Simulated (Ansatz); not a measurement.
The same calculation of Li2ScCuCl6, space group Fm-3m as a Python script and as an input file (Ansatz 0.2.0 through its Python package).

Script `scf_li2sccucl6.py`:
```python
# -*- coding: utf-8 -*-
"""Single point of Li2ScCuCl6."""

from pathlib import Path
import warnings

import ansatz
import numpy as np

warnings.simplefilter("ignore", ansatz.DeckWarning)

xtal = (
    ansatz.Lattice.from_parameters(7.005083, 7.005083, 7.005083, alpha=60.0, beta=60.0, gamma=60.0)
    .atom("Li", [0.75, 0.75, 0.75])
    .atom("Li", [0.25, 0.25, 0.25])
    .atom("Sc", [0.0, 0.0, 0.0])
    .atom("Cu", [0.5, 0.5, 0.5])
    .atom("Cl", [0.74993, 0.25007, 0.25007])
    .atom("Cl", [0.25007, 0.25007, 0.74993])
    .atom("Cl", [0.25007, 0.74993, 0.74993])
    .atom("Cl", [0.25007, 0.74993, 0.25007])
    .atom("Cl", [0.74993, 0.25007, 0.74993])
    .atom("Cl", [0.74993, 0.74993, 0.25007])
)

# functional, basis and sampling
base = (
    xtal.calculation()
    .functional("PBE")
    .pseudopotentials("paw")
    .basis(450)
    .kpoints(spacing=0.4)
    .occupations("fermi_dirac", width=0.01)
    .scf(tolerance=1e-08)
    .band_table()
    .forces()
    .populations()
)
res = base.run()
summary = res.report

energy = summary["free_energy_ev"]
print("Li2ScCuCl6: {:.6f} eV = {:.6f} Ry = {:.6f} Ha".format(energy, energy / 13.605693, energy / 27.211386))
print("Fermi level {:.4f} eV, {} k-points, {} symmetry operations".format(summary["fermi_energy_ev"], summary["n_kpoints"], summary["n_symmetry_ops"]))

table = np.array(summary["eigenvalues_ev"]) - summary["fermi_energy_ev"]
filling = np.array(summary["occupations"])
weights = np.tile(summary["kweights"], len(table) // len(summary["kweights"]))
print("band   lowest  highest (eV from E_F)  electrons")
for band in range(table.shape[1]):
    if table[:, band].max() > -10:
        print(f"{band + 1:4d} {table[:, band].min():8.3f} {table[:, band].max():8.3f} {weights @ filling[:, band]:18.4f}")
print("electrons counted from the table:", round(float(weights @ filling.sum(axis=1)), 5))

print(base.to_python())

if res.unlabelled_reasons:
    print("not a label:", res.unlabelled_reasons)
else:
    print(res.training_frame().splitlines()[0], "atoms in the frame")

files = Path(res.write_results("tables"))
print((files / "populations.tsv").read_text())
```

```console
$ python scf_li2sccucl6.py
Li2ScCuCl6: -15661.302713 eV = -1151.084529 Ry = -575.542264 Ha
Fermi level 4.8601 eV, 4 k-points, 48 symmetry operations
band   lowest  highest (eV from E_F)  electrons
  17   -7.256   -6.510             2.0000
  18   -6.067   -5.679             2.0000
  19   -5.679   -5.422             2.0000
  20   -5.679   -5.294             2.0000
  21   -5.561   -5.250             2.0000
  22   -5.561   -5.151             2.0000
  23   -5.561   -4.984             2.0000
  24   -5.143   -4.970             2.0000
  25   -5.143   -4.905             2.0000
  26   -4.431   -3.742             2.0000
  27   -4.253   -3.742             2.0000
  28   -4.253   -3.742             2.0000
  29   -4.131   -3.440             2.0000
  30   -4.062   -3.440             2.0000
  31   -3.802   -3.440             2.0000
  32   -3.547   -2.975             2.0000
  33   -3.524   -2.975             2.0000
  34   -3.249   -2.975             2.0000
  35   -1.728   -1.629             2.0000
  36   -1.728   -1.546             2.0000
  37   -1.728   -1.541             2.0000
  38   -1.191   -0.958             2.0000
  39   -1.191   -0.958             2.0000
  40    0.948    1.046             0.0000
  41    0.990    1.202             0.0000
  42    0.990    1.234             0.0000
  43    1.060    1.898             0.0000
  44    1.838    2.541             0.0000
  45    2.340    2.793             0.0000
  46    2.525    3.047             0.0000
  47    3.046    3.794             0.0000
  48    3.913    5.030             0.0000
  49    4.175    5.030             0.0000
electrons counted from the table: 78.0
(
    az.Lattice.from_parameters(7.005083, 7.005083, 7.005083, alpha=60.0, beta=60.0, gamma=60.0)
    .atom("Li", (0.75, 0.75, 0.75))
    .atom("Li", (0.25, 0.25, 0.25))
    .atom("Sc", (0.0, 0.0, 0.0))
    .atom("Cu", (0.5, 0.5, 0.5))
    .atom("Cl", (0.74993, 0.25007, 0.25007))
    .atom("Cl", (0.25007, 0.25007, 0.74993))
    .atom("Cl", (0.25007, 0.74993, 0.74993))
    .atom("Cl", (0.25007, 0.74993, 0.25007))
    .atom("Cl", (0.74993, 0.25007, 0.74993))
    .atom("Cl", (0.74993, 0.74993, 0.25007))
    .calculation()
    .basis(cutoff=450.0)
    .kpoints(spacing=0.4)
    .functional("pbe")
    .pseudopotentials(kind="paw")
    .scf(tolerance=1e-08)
    .occupations(method="fermi_dirac", width=0.01)
    .populations()
    .forces()
    .band_table(publish=True)
)

10 atoms in the frame
# site	symbol	l	j	q
# orbitals = lowdin
# n_electrons = 78.000000
# spilling = 0.003863
0	Li	0_1S	-	1.998033
0	Li	0_2S	-	0.218531
1	Li	0_1S	-	1.998033
1	Li	0_2S	-	0.218531
2	Sc	0_3S	-	1.985984
2	Sc	0_4S	-	0.437095
2	Sc	1_3P	-	5.996676
2	Sc	2_3D	-	1.637969
3	Cu	0_3S	-	1.998966
3	Cu	0_4S	-	0.487860
3	Cu	1_3P	-	5.999473
3	Cu	2_3D	-	9.867767
4	Cl	0_3S	-	1.901530
4	Cl	1_3P	-	5.574104
5	Cl	0_3S	-	1.901530
5	Cl	1_3P	-	5.574104
6	Cl	0_3S	-	1.901530
6	Cl	1_3P	-	5.574104
7	Cl	0_3S	-	1.901530
7	Cl	1_3P	-	5.574104
8	Cl	0_3S	-	1.901530
8	Cl	1_3P	-	5.574104
9	Cl	0_3S	-	1.901530
9	Cl	1_3P	-	5.574104
```

`input.yaml`:
```yaml
crystal:
  lattice: { a: 7.005083, b: 7.005083, c: 7.005083, alpha: 60.0, beta: 60.0, gamma: 60.0 }
  atoms:
    - { symbol: Li, position: [0.75, 0.75, 0.75] }
    - { symbol: Li, position: [0.25, 0.25, 0.25] }
    - { symbol: Sc, position: [0.0, 0.0, 0.0] }
    - { symbol: Cu, position: [0.5, 0.5, 0.5] }
    - { symbol: Cl, position: [0.74993, 0.25007, 0.25007] }
    - { symbol: Cl, position: [0.25007, 0.25007, 0.74993] }
    - { symbol: Cl, position: [0.25007, 0.74993, 0.74993] }
    - { symbol: Cl, position: [0.25007, 0.74993, 0.25007] }
    - { symbol: Cl, position: [0.74993, 0.25007, 0.74993] }
    - { symbol: Cl, position: [0.74993, 0.74993, 0.25007] }
basis:
  ecutwfc: 450.0
kpoints:
  mp_grid: { kspacing: 0.4 }
hamiltonian:
  xc: pbe
  pseudopotentials: { kind: paw }
scf:
  convergence: { dr2_threshold: 1.0e-08 }
  occupations: { method: fermi_dirac, width: 0.01 }
output:
  populations: true
  forces: true
  eigenvalues: true
```

Launched from the shell:
```console
$ ansatz run input.yaml --threads 1 --pin off --max-ram 3072MiB --backend cpu --events-out ev --progress --plain --runs-dir out
Engine: ansatz 0.2.0, aarch64-unknown-linux-gnu
Pseudopotentials: kind: paw
Pseudopotential: Li, paw, valence charge 3, recommended cutoff 420 eV (normal), Li.paw.azcp
Pseudopotential: Sc, paw, valence charge 11, recommended cutoff 420 eV (normal), Sc.paw.azcp
Pseudopotential: Cu, paw, valence charge 19, recommended cutoff 420 eV (normal), Cu.paw.azcp
Pseudopotential: Cl, paw, valence charge 7, recommended cutoff 420 eV (normal), Cl.paw.azcp
Functional definition: PBE
  parameter kappa = 0.804
  parameter beta = 0.06672455060314922
  exchange = pbe_x(kappa = kappa, mu = beta*pi^2/3)
  correlation = pbe_c(beta = beta)
Crystal: 10 atoms, lattice volume = 243.066 Å³
Basis set: ecut = 450 eV, 5209 PW (Γ), exchange–correlation on 100×100×100 points (8 copies of the dense FFT grid, shifted against one another)
Bands: 49, of which v1, the nominal top of the filled ones, is band 39 counted from 1 (38 counted from 0)
Symmetry: 48 space group operations
Space group: Fm-3m (ITA 225), of the structure as read, at distance tolerance 6.2e-5 Å
k-points: 4 of 27
Non-local potential: Li, projectors of the file, l = 0: 3, l = 1: 2, l = 2: 1
Non-local potential: Sc, projectors of the file, l = 0: 3, l = 1: 2, l = 2: 3, l = 3: 1
Non-local potential: Cu, projectors of the file, l = 0: 3, l = 1: 2, l = 2: 3, l = 3: 1
Non-local potential: Cl, projectors of the file, l = 0: 2, l = 1: 2, l = 2: 2
PAW form: soft (Blöchl's): semilocal exchange-correlation on the pseudo side does not see the compensation charge
PAW one-centre angular grid: Li, 110 points (default); XC on 64 Gauss nodes
PAW one-centre angular grid: Sc, 590 points (default); XC on 64 Gauss nodes
PAW one-centre angular grid: Cu, 590 points (default); XC on 64 Gauss nodes
PAW one-centre angular grid: Cl, 110 points (default); XC on 64 Gauss nodes
Initial density: superposition of atomic densities (neutral atoms: chi_scale 0, normalization atom), corrected by the library's trained network
Initial wavefunctions: pseudopotential atomic-orbital guess
Functional: x = pbe(κ = 0.804, μ = 0.2195149727645171), c = pbe(β = 0.06672455060314922)
SCF iter   1: F=—  HF=-15661.325090 eV  |F-HF|=—  |Δ(HF+E_count)|=         —  Δρ=6.64e-3  dr2=9.81e-2  ethr=1.77e-3  ⟨swp⟩=7.2  Hψ=764  notcnv=0
preconditioner: auto → Resta (q_TF=auto, 2.257 Å⁻¹)  ε∞=5.1  [insulator: Δε(μ)=2.155 eV  Ē_g=8.942 eV  σ=0.010 eV  W_gap=1.00  n_scr=58 (ndim 8)  ℏωp=18.1 eV  f_vac=0.161  D(μ)=0.00/eV (n_scr^D=0)  ε∞_Penn≈5.1]
SCF iter   2: F=—  HF=-15661.317917 eV  |F-HF|=—  |Δ(HF+E_count)|=   7.17e-3  Δρ=5.51e-3  dr2=4.03e-2  ethr=1.26e-4  ⟨swp⟩=2.5  Hψ=413  notcnv=0  defer=13
SCF iter   3: F=—  HF=-15661.305428 eV  |F-HF|=—  |Δ(HF+E_count)|=   1.25e-2  Δρ=1.66e-3  dr2=9.78e-3  ethr=5.16e-5  ⟨swp⟩=2.5  Hψ=373  notcnv=0  defer=13
SCF iter   4: F=—  HF=-15661.302947 eV  |F-HF|=—  |Δ(HF+E_count)|=   2.48e-3  Δρ=3.43e-4  dr2=8.27e-4  ethr=1.25e-5  ⟨swp⟩=2.2  Hψ=276  notcnv=0  defer=13
SCF iter   5: F=—  HF=-15661.302850 eV  |F-HF|=—  |Δ(HF+E_count)|=   9.73e-5  Δρ=3.48e-4  dr2=2.38e-4  ethr=1.06e-6  ⟨swp⟩=2.0  Hψ=302  notcnv=0  defer=13
SCF iter   6: F=—  HF=-15661.302864 eV  |F-HF|=—  |Δ(HF+E_count)|=   1.45e-5  Δρ=5.67e-5  dr2=2.77e-5  ethr=3.05e-7  ⟨swp⟩=3.0  Hψ=339  notcnv=0  defer=13
SCF iter   7: F=—  HF=-15661.302856 eV  |F-HF|=—  |Δ(HF+E_count)|=   8.13e-6  Δρ=1.83e-5  dr2=2.16e-6  ethr=3.56e-8  ⟨swp⟩=2.2  Hψ=271  notcnv=0  defer=13
SCF iter   8: F=—  HF=-15661.302713 eV  |F-HF|=—  |Δ(HF+E_count)|=   1.43e-4  Δρ=1.42e-5  dr2=5.25e-7  ethr=2.76e-9  ⟨swp⟩=2.0  Hψ=279  notcnv=0  defer=13
SCF iter   9: F=-15661.302713 eV  HF=-15661.302713 eV  |F-HF|=2.94e-9  |Δ(HF+E_count)|=   2.59e-8  Δρ=1.50e-6  dr2=8.29e-9  ethr=1.28e-11  ⟨swp⟩=10.0  Hψ=909  notcnv=0
SCF 1 converged in 9 iterations: F = -15661.302713 eV  dr2 = 8.29e-9
  greatest PAW one-centre occupation: 1.000 electrons in one spin orbital (limit 2), on the Cu atom at site 3 (counted from 0), in its partial waves of l = 0
SCF converged after 9 iterations
Free energy (F): -15661.302713 eV
Harris-Foulkes:  -15661.302713 eV  (|F-HF|=2.94e-9)
Internal energy: -15661.302713 eV  (E = F + TS)
E sigma→0 (E₀):  -15661.302713 eV
Fermi energy:    4.860077 eV
--- Per-component energies (eV) ---
  E_band       = -1108.854713
  E_kinetic    = 1570.703252
  E_local      = -10368.464893  (includes V_loc(G=0)·N_el)
  E_nonlocal   = 594.814380
  E_hartree    = 4351.426910
  E_xc         = -856.439356
  E_vxc        = -1002.248341  (∫ρ·V_xc dr)
  E_paw        = -6633.178656  (= ΣΔE_a)
  E_vpaw       = -606.516995  (= ΣTr[D̂ρ^β])
  E_aug_tail   = 0.000647  (compensation charges beyond the density's cutoff)
  E_ewald      = -4320.164997
  E_smearing   = -0.000000  (= −TS)
  E_closure    = 0.000000  (closes the sum)
  Σ components = -15661.302713   (vs F -15661.302713, Δ=0.00e0)
--- Forces (eV/Å), atoms counted from 1 ---
  atom   1  Li    -0.00000000    -0.00000000     0.00000000
  atom   2  Li     0.00000000     0.00000000    -0.00000000
  atom   3  Sc     0.00000000     0.00000000    -0.00000000
  atom   4  Cu     0.00000000     0.00000000    -0.00000000
  atom   5  Cl    -0.00000000    -0.00960654    -0.00679285
  atom   6  Cl    -0.00831951    -0.00480327     0.00679285
  atom   7  Cl     0.00000000     0.00960654     0.00679285
  atom   8  Cl    -0.00831951     0.00480327    -0.00679285
  atom   9  Cl     0.00831951    -0.00480327     0.00679285
  atom  10  Cl     0.00831951     0.00480327    -0.00679285
  max |Σ_I F_I| component: 3.90e-17 eV/Å
--- Band table (eV) ---
  k-point 0: bands = ["-106.5462", "-63.9803", "-63.9803", "-63.9803", "-46.2305", "-44.6044", "-44.6044", "-24.8596", "-24.8596", "-24.8596", "-11.8234", "-11.1520", "-11.1520", "-11.1520", "-11.0388", "-11.0388", "-2.3963", "-0.8189", "-0.8189", "-0.8189", "-0.7014", "-0.7014", "-0.7014", "-0.2829", "-0.2829", "1.1184", "1.1184", "1.1184", "1.4202", "1.4202", "1.4202", "1.8854", "1.8854", "1.8854", "3.1319", "3.1319", "3.1319", "3.6686", "3.6686", "5.8497", "5.8497", "5.8497", "5.9196", "6.6979", "7.1997", "7.9059", "7.9059", "9.8903", "9.8903"]
  k-point 1: bands = ["-106.5463", "-63.9803", "-63.9803", "-63.9803", "-46.2306", "-44.6044", "-44.6044", "-24.8597", "-24.8596", "-24.8596", "-11.6721", "-11.3354", "-11.1528", "-11.1528", "-11.0414", "-11.0414", "-1.9282", "-1.1154", "-0.7003", "-0.7003", "-0.4531", "-0.4052", "-0.4052", "-0.1661", "-0.1661", "0.5077", "0.6068", "0.6068", "1.2908", "1.2936", "1.2936", "1.5613", "1.5613", "1.6747", "3.2098", "3.2399", "3.2399", "3.9024", "3.9024", "5.8084", "5.9420", "5.9420", "6.7585", "7.2799", "7.3853", "7.3853", "8.0538", "8.7735", "9.3143"]
  k-point 2: bands = ["-106.5463", "-63.9803", "-63.9803", "-63.9803", "-46.2306", "-44.6044", "-44.6044", "-24.8596", "-24.8596", "-24.8596", "-11.6514", "-11.2807", "-11.1626", "-11.1626", "-11.1171", "-11.0325", "-1.9390", "-0.9640", "-0.7439", "-0.5969", "-0.5969", "-0.2906", "-0.1238", "-0.1100", "-0.1100", "0.4293", "0.6605", "0.6605", "0.9640", "1.2006", "1.2006", "1.3358", "1.3358", "1.8774", "3.1349", "3.3140", "3.3140", "3.6688", "3.7848", "5.8648", "6.0622", "6.0622", "6.3718", "6.9237", "7.4970", "7.9069", "8.6540", "9.1914", "9.2173"]
  k-point 3: bands = ["-106.5463", "-63.9803", "-63.9803", "-63.9803", "-46.2306", "-44.6044", "-44.6044", "-24.8596", "-24.8596", "-24.8596", "-11.4862", "-11.4751", "-11.1731", "-11.1586", "-11.0890", "-11.0377", "-1.6499", "-1.2067", "-0.5616", "-0.4339", "-0.3900", "-0.3863", "-0.2470", "-0.1935", "-0.0446", "0.6177", "0.6473", "0.6955", "0.7293", "0.7985", "1.0581", "1.3129", "1.3686", "1.6112", "3.2306", "3.3098", "3.3192", "3.7211", "3.8925", "5.9061", "6.0413", "6.0945", "6.5725", "7.4006", "7.6527", "7.8165", "8.3199", "8.9038", "9.0351"]
--- Löwdin populations: 10 sites ---
  site symbol       q [e]
     0     Li      2.2166
     1     Li      2.2166
     2     Sc     10.0577
     3     Cu     18.3541
     4     Cl      7.4756
     5     Cl      7.4756
     6     Cl      7.4756
     7     Cl      7.4756
     8     Cl      7.4756
     9     Cl      7.4756
  spilling = 0.003863 (of n_electrons = 78.000000)
```

What to keep in mind:
- Absolute energies stand on the zero of these potentials, so only differences at equal settings mean something. A total without «per atom» is that of the cell as typed.
- The run is spin-unpolarised.
- The computed bands are complete only to about 4.2 eV above the Fermi level.
- An absolute Fermi energy rests on an arbitrary zero of the periodic potential and has no direct meaning.
- In a crystal with a gap the Fermi level's place inside it depends on smearing and mesh.
- Without a Hubbard U or exact exchange, semilocal functionals often make such 3d compounds metallic or too weakly gapped.
- This cell is a computed structure, which may not be the phase found in nature.
- Levels are Kohn-Sham eigenvalues on this mesh.
- Wall time of the script: 5.6 s on 1 thread of Arm Neoverse V2 (shared host), peak memory 0.57 GiB.

(A comment or docstring line of the script was reworded after the run, the code is as it ran; lines on the test bed's own set-up are left out of the output.)
